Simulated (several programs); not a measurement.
## Ga4As3N (ordering on zincblende) from semi-empirical methods to plane-wave DFT

Ga4As3N, ordered on the zincblende lattice (I-42m) with 8 atoms a cell, relaxed with r2SCAN in Ansatz, was computed with several methods. The symmetry is I-42m (No. 121, tetragonal); a = 5.388 Å, c = 10.614 Å in the conventional setting, 19.26 Å³ an atom. N has 4 Ga at 2.01 Å; Ga has 1 N at 2.01 Å and 3 As at 2.42–2.50 Å; As has 4 Ga at 2.42 Å; As has 4 Ga at 2.50 Å. The cell comes from a prototype generator: it can be a known phase or a hypothetical one. Spin polarisation is off.

Space group I-42m (No. 121). a = 5.388 Å, b = 5.388 Å, c = 10.614 Å, α = 90.00°, β = 90.00°, γ = 90.00°

| atom | site | symmetry | x | y | z |
| --- | --- | --- | --- | --- | --- |
| N | 2a | -42m | 0.0000 | 0.0000 | 0.0000 |
| Ga | 8i | ..m | 0.2879 | 0.2879 | 0.3879 |
| As | 4d | -4.. | 0.5000 | 0.0000 | 0.2500 |
| As | 2b | -42m | 0.5000 | 0.5000 | 0.0000 |

Gaps and times are for a single point on this cell; volume and bulk modulus come from each method's own relaxation or energy curve at fixed shape, which is too stiff where a cell has free coordinates or axes. Times are rough, from shared hosts (Arm Neoverse V2), and each method has its own mesh and cell size. A dagger marks a closed or tiny gap in a crystal that DFT finds insulating: a failure of the method or a wrong SCF state. A double dagger marks a value from a curve with shape and coordinates held. PM6 (MOPAC), PM7 (MOPAC), GFN1-xTB (tblite), GFN2-xTB (tblite) treat a cluster of cells at its zone centre, which samples few k points: where these miss a band edge, the gap comes out too large for that reason alone. Gaps from k meshes are read at a limited set of points (mesh, symmetry points, PBE's band edges), so each method's own least gap may be somewhat smaller. xTB and the PM methods were fitted mostly to molecules, and can miss a solid's gap by electronvolts. Minimal bases can be far off for gaps. Times of the plane-wave rungs are withheld (a dash), since they come from other jobs, hosts and meshes; the meshes of hybrids and Hartree-Fock don't converge their gaps to the digits shown. GLLB-SC's gap includes the derivative discontinuity. d marks a direct gap, i an indirect one (no mark: not told apart), a dash a value that wasn't computed or didn't pass its checks.

```
                          method              kind  gap (eV)  own volume (Å³/atom)  bulk modulus (GPa)  atoms computed  processor time
               GFN1-xTB (tblite)     tight binding      0.30                     –                   –         cluster           5.7 s
               GFN2-xTB (tblite)     tight binding     0.04†                     –                   –         cluster           6.2 s
                     PM6 (MOPAC)    semi-empirical      2.37                     –                   –         cluster           7.7 s
                     PM7 (MOPAC)    semi-empirical      4.27                19.27‡                159‡         cluster           9.1 s
light PBE (260 eV, its own mesh)  light plane-wave    0.12 i                     –                   –               8            11 s
                             PBE         semilocal    0.16 i                 20.02                 76‡               8               –
                  PBE/SZV (CP2K)       small basis    0.43 d                     –                   –               8            34 s
                  GLLB-SC (GPAW)   model potential      0.49                     –                   –               8            43 s
                          r2SCAN         semilocal    0.52 d                 19.26                 91‡               8               –
                 PBE/DZVP (CP2K)       small basis    0.14 i                     –                   –               8            85 s
                         PBE+SOC         semilocal    0.09 i                     –                   –               8               –
                            PBE0            hybrid    1.54 d                     –                   –               8               –
                           HSE06            hybrid    0.93 d                     –                   –               8               –
```

Against HSE06 (0.93 eV) and with closed or daggered gaps left aside, the nearest gap at the points sampled is that of r2SCAN (-0.41 eV) and the farthest that of PM7 (MOPAC) (+3.33 eV). HSE06 is only a yardstick of convenience, and nearness to it can be luck.

Volumes against r2SCAN's: PBE +3.9 %.

Only the rows marked +SOC include spin-orbit coupling.
